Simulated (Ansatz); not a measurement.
# C₉H₈: one species, many methods

An exercise on one series of results from a longer session: the logs are not shown, and one member is left open.

The runs use Ansatz 0.2.0, Gaussian basis; functionals in def2-TZVPP, the program's frozen cores in correlated methods.

Plan: LDA (SPW92), PBE-D4, revPBE-D4, BLYP-D4, r2SCAN-D4, B97M-V, PBE0-D4, B3LYP-D4, r2SCANh-D4, r2SCAN0-D4, HSE06-D4, BHLYP-D4, CAM-B3LYP-D4, LC-ωPBE, ωB97X-V, ωB97M-V, B2PLYP, PBE-QIDH; CCSD(T)/def2-SVP; CCSD(T)/def2-TZVPP; MP2/def2-QZVPP; extrapolation to the limit; RPA on PBE.

### The geometry

All runs share one geometry, relaxed beforehand with PBE0-D4 in a triple-zeta def2 set.

SMILES `C1=Cc2ccccc2C1`, 17 atoms, charge 0, spin multiplicity 1.

Atoms are counted from 1 here; the program's logs count them from 0.

Bond lengths: C1–C2 1.340 Å, C1–C9 1.498 Å, C1–H10 1.082 Å, C2–C3 1.457 Å, C2–H11 1.083 Å, C3–C4 1.387 Å, C3–C8 1.403 Å, C4–C5 1.388 Å, C4–H12 1.085 Å, C5–C6 1.390 Å, C5–H13 1.084 Å, C6–C7 1.391 Å, C6–H14 1.084 Å, C7–C8 1.380 Å, C7–H15 1.085 Å, C8–C9 1.498 Å, C9–H16 1.097 Å, C9–H17 1.097 Å. Angles: C2–C1–C9 110.7°, C2–C1–H10 125.9°, C9–C1–H10 123.4°, C1–C2–C3 109.6°, C1–C2–H11 125.9°, C3–C2–H11 124.5°, C2–C3–C4 131.4°, C2–C3–C8 108.1°, C4–C3–C8 120.5°, C3–C4–C5 118.6°, C3–C4–H12 120.9°, C5–C4–H12 120.5°, C4–C5–C6 120.8°, C4–C5–H13 119.7°, C6–C5–H13 119.5°, C5–C6–C7 120.7°, C5–C6–H14 119.6°, C7–C6–H14 119.7° and more.

As a file:

```
atom    x (Å)    y (Å)    z (Å)
  C1   0.6266  -1.3813   1.8394
  C2   1.3132  -1.3142   0.6907
  C3   0.6594  -0.3789  -0.2154
  C4   0.9806   0.0271  -1.5027
  C5   0.1576   0.9500  -2.1338
  C6  -0.9654   1.4581  -1.4912
  C7  -1.2887   1.0518  -0.2002
  C8  -0.4740   0.1345   0.4320
  C9  -0.5679  -0.4779   1.7963
 H10   0.8784  -1.9943   2.6946
 H11   2.2161  -1.8640   0.4569
 H12   1.8557  -0.3666  -2.0079
 H13   0.3921   1.2794  -3.1397
 H14  -1.5950   2.1779  -2.0016
 H15  -2.1670   1.4529   0.2949
 H16  -1.5038  -1.0321   1.9369
 H17  -0.5370   0.2773   2.5911
```

Set-up of the first run:

in.yaml

```yaml
crystal:
  periodic: [false, false, false]
  atoms:
    - {symbol: C, position_ang: [0.626607, -1.381265, 1.839386]}
    - {symbol: C, position_ang: [1.313202, -1.314184, 0.690679]}
    - {symbol: C, position_ang: [0.659414, -0.378882, -0.215350]}
    - {symbol: C, position_ang: [0.980566, 0.027129, -1.502651]}
    - {symbol: C, position_ang: [0.157587, 0.950000, -2.133757]}
    - {symbol: C, position_ang: [-0.965392, 1.458076, -1.491223]}
    - {symbol: C, position_ang: [-1.288673, 1.051774, -0.200245]}
    - {symbol: C, position_ang: [-0.474022, 0.134471, 0.431998]}
    - {symbol: C, position_ang: [-0.567871, -0.477900, 1.796350]}
    - {symbol: H, position_ang: [0.878369, -1.994329, 2.694597]}
    - {symbol: H, position_ang: [2.216092, -1.864032, 0.456922]}
    - {symbol: H, position_ang: [1.855731, -0.366554, -2.007935]}
    - {symbol: H, position_ang: [0.392140, 1.279382, -3.139681]}
    - {symbol: H, position_ang: [-1.594998, 2.177871, -2.001607]}
    - {symbol: H, position_ang: [-2.166951, 1.452884, 0.294862]}
    - {symbol: H, position_ang: [-1.503770, -1.032141, 1.936902]}
    - {symbol: H, position_ang: [-0.537032, 0.277301, 2.591054]}
basis:
  gaussian: {orbitals: def2-TZVPP}
hamiltonian: {xc: lda}
output: {orbitals: {seedname: orbitals}}
```

The run is started by

```console
$ ansatz run in.yaml --threads 2 --pin off --events-out ev --progress --plain --max-ram 32768MiB --backend cuda --devices 0, --max-vram 18GiB
```

Among the steps run: LDA; PBE-D4 (GGA); revPBE-D4 (GGA); BLYP-D4 (GGA); r2SCAN-D4 (meta-GGA); B97M-V (meta-GGA); PBE0-D4 (hybrid); B3LYP-D4 (hybrid); r2SCANh-D4 (hybrid); r2SCAN0-D4 (hybrid); HSE06-D4 (hybrid); BHLYP-D4 (hybrid); CAM-B3LYP-D4 (range-separated); LC-ωPBE (range-separated); ωB97X-V (range-separated); ωB97M-V (range-separated); B2PLYP (double hybrid); PBE-QIDH (double hybrid).

One of the session's tables, all rows but one given; the rest of the session is left out.

It belongs to the step «Orbital energies across the functionals». 

```
  functional  HOMO (eV)  gap (eV)
 LDA (SPW92)      -5.61      3.85
      PBE-D4      -5.40      3.86
   revPBE-D4      -5.33      3.86
     BLYP-D4      -5.21      3.82
   r2SCAN-D4      -5.53      4.14
      B97M-V      -5.49      4.17
     PBE0-D4      -6.31      5.64
    B3LYP-D4      -6.10      5.25
  r2SCANh-D4      -5.88      4.81
  r2SCAN0-D4      -6.40      5.81
    HSE06-D4      -5.92      4.88
    BHLYP-D4      -7.02      7.38
CAM-B3LYP-D4      -7.46      7.87
     LC-ωPBE      -8.73     10.13
     ωB97X-V      -8.38      9.77
     ωB97M-V          ?         ?
```

Q: Estimate the row for ωB97M-V from the others.

**Answer.** HOMO (eV): -8.32; gap (eV): 9.63. In the column «HOMO (eV)» it lies between ωB97X-V (-8.38) and CAM-B3LYP-D4 (-7.46).
